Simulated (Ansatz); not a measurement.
**CH₅AlBNO: one species, many methods**

One table from this session's results is given with a row withheld; the runs are named, their logs left out.

Program: Ansatz 0.2.0, Gaussian basis. Level of theory: functionals in def2-TZVPP, the program's frozen cores in correlated methods. These are calculated values, not measurements.

Plan: LDA (SPW92), PBE-D4, revPBE-D4, BLYP-D4, r2SCAN-D4, B97M-V, PBE0-D4, B3LYP-D4, r2SCANh-D4, r2SCAN0-D4, HSE06-D4, BHLYP-D4, CAM-B3LYP-D4, LC-ωPBE, ωB97X-V, ωB97M-V, B2PLYP, PBE-QIDH; CCSD(T)/def2-SVP; CCSD(T)/def2-TZVPP; MP2/def2-QZVPP; extrapolation to the limit; RPA on PBE.

## Structure used throughout

All runs share one geometry, relaxed beforehand with PBE0-D4 in a triple-zeta def2 set.

10 atoms, charge 0, spin multiplicity 1.

Atoms are counted from 1 here; the program's logs count them from 0.

Bond lengths: N1–B2 1.385 Å, N1–H6 1.008 Å, N1–H7 1.006 Å, B2–Al3 2.119 Å, B2–H8 1.200 Å, Al3–C4 1.895 Å, Al3–O5 1.720 Å, C4–O5 1.474 Å, C4–H9 1.091 Å, C4–H10 1.091 Å. Angles: B2–N1–H6 122.3°, B2–N1–H7 124.9°, H6–N1–H7 112.8°, N1–B2–Al3 123.6°, N1–B2–H8 116.8°, Al3–B2–H8 119.6°, B2–Al3–C4 172.0°, B2–Al3–O5 140.1°, C4–Al3–O5 47.8°, Al3–C4–O5 59.9°, Al3–C4–H9 123.4°, Al3–C4–H10 123.6°, O5–C4–H9 112.7°, O5–C4–H10 112.7°, H9–C4–H10 111.0°, Al3–O5–C4 72.3°.

Set-up of the first run:

in.yaml

```yaml
crystal:
  periodic: [false, false, false]
  atoms:
    - {symbol: N, position_ang: [-1.733462, -1.681461, 0.263282]}
    - {symbol: B, position_ang: [-0.397377, -1.411589, 0.508625]}
    - {symbol: Al, position_ang: [0.551257, 0.401107, -0.041354]}
    - {symbol: C, position_ang: [1.426628, 2.065807, -0.273242]}
    - {symbol: O, position_ang: [1.145835, 1.209051, -1.438871]}
    - {symbol: H, position_ang: [-2.167777, -2.548393, 0.540145]}
    - {symbol: H, position_ang: [-2.367238, -1.062843, -0.213576]}
    - {symbol: H, position_ang: [0.230149, -2.258757, 1.081914]}
    - {symbol: H, position_ang: [0.900149, 3.020808, -0.315630]}
    - {symbol: H, position_ang: [2.494936, 2.215171, -0.108391]}
basis:
  gaussian: {orbitals: def2-TZVPP}
hamiltonian: {xc: lda}
output: {orbitals: {seedname: orbitals}}
```

Among the steps run: LDA; PBE-D4 (GGA); revPBE-D4 (GGA); BLYP-D4 (GGA); r2SCAN-D4 (meta-GGA); B97M-V (meta-GGA); PBE0-D4 (hybrid); B3LYP-D4 (hybrid); r2SCANh-D4 (hybrid); r2SCAN0-D4 (hybrid); HSE06-D4 (hybrid); BHLYP-D4 (hybrid); CAM-B3LYP-D4 (range-separated); LC-ωPBE (range-separated); ωB97X-V (range-separated); ωB97M-V (range-separated); B2PLYP (double hybrid); PBE-QIDH (double hybrid).

One of the session's tables, all rows but one given; the rest of the session is left out.

It belongs to the step «Orbital energies across the functionals». 

```
  functional  HOMO (eV)  LUMO (eV)  gap (eV)
 LDA (SPW92)      -4.91      -2.44      2.48
      PBE-D4      -4.75      -2.22      2.53
   revPBE-D4      -4.69      -2.13      2.56
     BLYP-D4      -4.62      -2.06      2.56
   r2SCAN-D4      -4.94      -2.03      2.90
      B97M-V      -4.93      -2.10      2.83
     PBE0-D4      -5.89      -1.42      4.47
    B3LYP-D4      -5.70      -1.60      4.10
  r2SCANh-D4      -5.37      -1.75      3.62
  r2SCAN0-D4      -6.03      -1.32      4.71
    HSE06-D4      -5.50      -1.80      3.70
    BHLYP-D4      -6.99      -0.56      6.43
CAM-B3LYP-D4          ?          ?         ?
     LC-ωPBE      -8.54       0.67      9.22
     ωB97X-V      -8.19       0.59      8.78
     ωB97M-V      -8.07       0.36      8.44
```

Q: Estimate the row for CAM-B3LYP-D4 from the others.

**Answer.** HOMO (eV): -7.23; LUMO (eV): -0.39; gap (eV): 6.84. In the column «HOMO (eV)» it lies between ωB97M-V (-8.07) and BHLYP-D4 (-6.99).
